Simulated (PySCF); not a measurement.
**SnSiH4OF2 (SMILES [F][SnH]([F])[O][SiH3]) at 6 levels**

Wanted: a comparison of 6 runs (HF/STO-3G, HF/3-21G, CAM-B3LYP/STO-3G, SVWN5/STO-3G, BLYP/def2-SVP, TPSSh/def2-TZVP) of SnSiH4OF2. 

Program for the calculation: PySCF 2.14.0.

**1. Starting point**

The species is SnSiH4OF2 (9 atoms), meant as a singlet with charge 0. SMILES: `[F][SnH]([F])[O][SiH3]`. Geometry: relaxed at PBE0-D4/def2-TZVP. This is one conformer, not always the lowest.

Bond lengths: F1–Sn2 1.900 Å, Sn2–F3 1.900 Å, Sn2–O4 1.916 Å, O4–Si5 1.647 Å, Sn2–H6 1.682 Å, Si5–H7 1.486 Å, Si5–H8 1.485 Å, Si5–H9 1.485 Å. Some angles: F1–Sn2–F3 103.9°, F1–Sn2–O4 106.5°, F3–Sn2–O4 106.4°, Sn2–O4–Si5 137.4°, F1–Sn2–H6 112.4°, F3–Sn2–H6 112.5°, O4–Sn2–H6 114.4°, O4–Si5–H7 110.8°, O4–Si5–H8 108.8°, O4–Si5–H9 108.9°.

**2. Energy and gradient at HF/STO-3G (run 1)**

Input file run.py:

```python
from pyscf import gto

system = gto.M(
    atom=[
    ('F', (1.793200, -1.787400, -0.601200)),
    ('Sn', (1.457600, -0.445900, 0.701400)),
    ('F', (2.331700, 1.091400, 0.006900)),
    ('O', (-0.421700, -0.078900, 0.631500)),
    ('Si', (-1.520800, 0.404100, -0.496200)),
    ('H', (2.025800, -0.876000, 2.224700)),
    ('H', (-0.879100, 0.549500, -1.829100)),
    ('H', (-2.601200, -0.611000, -0.575000)),
    ('H', (-2.096800, 1.707700, -0.080300)),
],
    basis='sto-3g',
    verbose=4,
    max_memory=1860,
)

myscf = system.RHF()
myscf.conv_tol = 1e-10
myscf.kernel()
if not myscf.converged:
    myscf = myscf.newton().run(myscf.mo_coeff, myscf.mo_occ)

energy = myscf.e_tot
print('E(%s) = %.9f' % ('HF', energy))
grad = myscf.nuc_grad_method().kernel()
myscf.analyze()
```

Launch:

```bash
$ OMP_NUM_THREADS=1 python run.py
```

Log:

```text
PySCF version 2.14.0

[... 81 lines left out ...]
Two-electron Coulomb Energy =         3366.285694315433830
[... 9 lines left out ...]
MO #7   energy= -29.6612305740684  occ= 2
[... 7 lines left out ...]
MO #15  energy= -18.2463597333121  occ= 2
[... 7 lines left out ...]
MO #23  energy= -4.00295914278957  occ= 2
[... 7 lines left out ...]
MO #31  energy= -0.943294836712055 occ= 2
[... 7 lines left out ...]
MO #39  energy= -0.445984343415932 occ= 2
[... 7 lines left out ...]
MO #47  energy= -0.305672284431488 occ= 2
[... 7 lines left out ...]
MO #55  energy= 0.646021185055905  occ= 0
[... 67 lines left out ...]
Dipole moment(X, Y, Z, Debye):  0.04049, -0.27453,  1.34399
```

Run time: 6.6 s. Hardware: 1 thread of Intel Xeon at 2.70GHz, shared host; peak memory 0.13 GiB.

**3. Energy and gradient at HF/3-21G (run 2)**

Input file start.xyz:

```xyz
9
F2H4OSiSn
F      1.793200    -1.787400    -0.601200
Sn     1.457600    -0.445900     0.701400
F      2.331700     1.091400     0.006900
O     -0.421700    -0.078900     0.631500
Si    -1.520800     0.404100    -0.496200
H      2.025800    -0.876000     2.224700
H     -0.879100     0.549500    -1.829100
H     -2.601200    -0.611000    -0.575000
H     -2.096800     1.707700    -0.080300
```

Input file run.py:

```python
# [F][SnH]([F])[O][SiH3]
import pyscf.grad
from pyscf import gto

system = gto.Mole()
system.atom = 'start.xyz'
system.verbose = 3
system.basis = '3-21g'
system.max_memory = 1860
system.build()

mf = system.RHF()
mf.conv_tol = 1e-10
mf.kernel()
if not mf.converged:
    mf = mf.newton().run(mf.mo_coeff, mf.mo_occ)

e_final = mf.e_tot
print(f'total energy: {e_final:.8f} hartree')
grad = mf.Gradients().kernel()
dip = mf.dip_moment()
pop, q = mf.mulliken_pop()
```

Launch:

```bash
$ OMP_NUM_THREADS=1 python run.py
```

Log:

```text
converged SCF energy = -6558.38921899239
total energy: -6558.38921899 hartree
[... 8 lines left out ...]
Dipole moment(X, Y, Z, Debye): -0.41422, -0.35237,  2.18568
[... 89 lines left out ...]
charge of    8H =     -0.23494
```

Run time: 6 s. Hardware: 1 thread of Intel Xeon at 2.70GHz, shared host; peak memory 0.15 GiB.

Runs 3 to 5 aren't shown in full; the table further down has their settings and results.

**4. Energy and gradient at TPSSh/def2-TZVP (core potential) (run 6)**

Input file job.py:

```python
from pyscf import gto, dft

molecule = gto.Mole()
molecule.atom = '''
F      3.388657    -3.377696    -1.136103
Sn     2.754465    -0.842629     1.325454
F      4.406274     2.062447     0.013039
O     -0.796898    -0.149099     1.193362
Si    -2.873895     0.763638    -0.937682
H      3.828207    -1.655400     4.204074
H     -1.661258     1.038405    -3.456498
H     -4.915556    -1.154623    -1.086593
H     -3.962378     3.227085    -0.151745
'''
molecule.ecp = {'Sn': 'def2-svp'}
molecule.max_memory = 1860
molecule.verbose = 3
molecule.basis = 'def2-tzvp'
molecule.unit = 'bohr'
molecule.build()

mf = dft.RKS(molecule)
mf.xc = 'tpssh'
mf.grids.level = 5
mf.conv_tol = 1e-10
mf.kernel()
if not mf.converged:
    mf = mf.newton().run(mf.mo_coeff, mf.mo_occ)

etot = mf.e_tot
print('E = %.10f Eh' % etot)
grad = mf.nuc_grad_method().kernel()
dip = mf.dip_moment()
pop, q = mf.mulliken_pop()
```

Launch:

```bash
$ OMP_NUM_THREADS=1 python job.py
```

Log:

```text
converged SCF energy = -781.297008709415
[... 9 lines left out ...]
Dipole moment(X, Y, Z, Debye): -0.30039, -0.44915,  2.44925
[... 214 lines left out ...]
charge of    8H =     -0.04048
```

It took 6.1 min on 1 thread of Intel Xeon at 2.70GHz, shared host; peak memory 1.7 GiB.

**5. All runs side by side**

```
run                             level  integration grid  core potential   energy (Eh)  dipole moment (D)  HOMO energy (eV)  LUMO energy (eV)  wall time
  1                         HF/STO-3G                 –               –  -6521.189836               1.37             -8.32              9.21      6.6 s
  2                          HF/3-21G                 –               –  -6558.389219               2.25            -12.27              2.78        6 s
  3                  CAM-B3LYP/STO-3G                 5               –  -6524.916576               1.01             -5.19              5.76       48 s
  4                      SVWN5/STO-3G                 5               –  -6516.041626               0.81             -2.11              3.18       21 s
  5    BLYP/def2-SVP (core potential)                 5        def2-svp   -780.780263               2.27             -7.27             -2.48       51 s
  6  TPSSh/def2-TZVP (core potential)                 5        def2-svp   -781.297009               2.51             -8.35             -2.28    6.1 min
```

**6. Summary of results**

| quantity | value |
| --- | --- |
| run 6: total energy | -781.29701 Eh |
| run 6: dipole moment | 2.51 D |
| run 6: HOMO energy | -8.35 eV |
| run 6: LUMO energy | -2.28 eV |
| run 6: HOMO–LUMO gap | 6.07 eV |
| run 6: largest force on an atom | 0.267 eV/Å |

What this shows: The dipole moment (its size) runs from 0.81 D (SVWN5/STO-3G) to 2.51 D (TPSSh/def2-TZVP). The two ends differ in method and basis and core potential. The HOMO–LUMO gap runs from 4.78 eV (BLYP/def2-SVP) to 17.52 eV (HF/STO-3G). Totals of different functionals can't be ranked against each other. Some runs of one species differ in core potentials or relativity; totals across that change don't compare. In runs 1, 3, 4 the basis is minimal, so the values are rough. In runs 1, 2, 3, 4 relativity is left out where basis or elements ask for it. All runs together took 8.3 min, the longest 6.1 min.
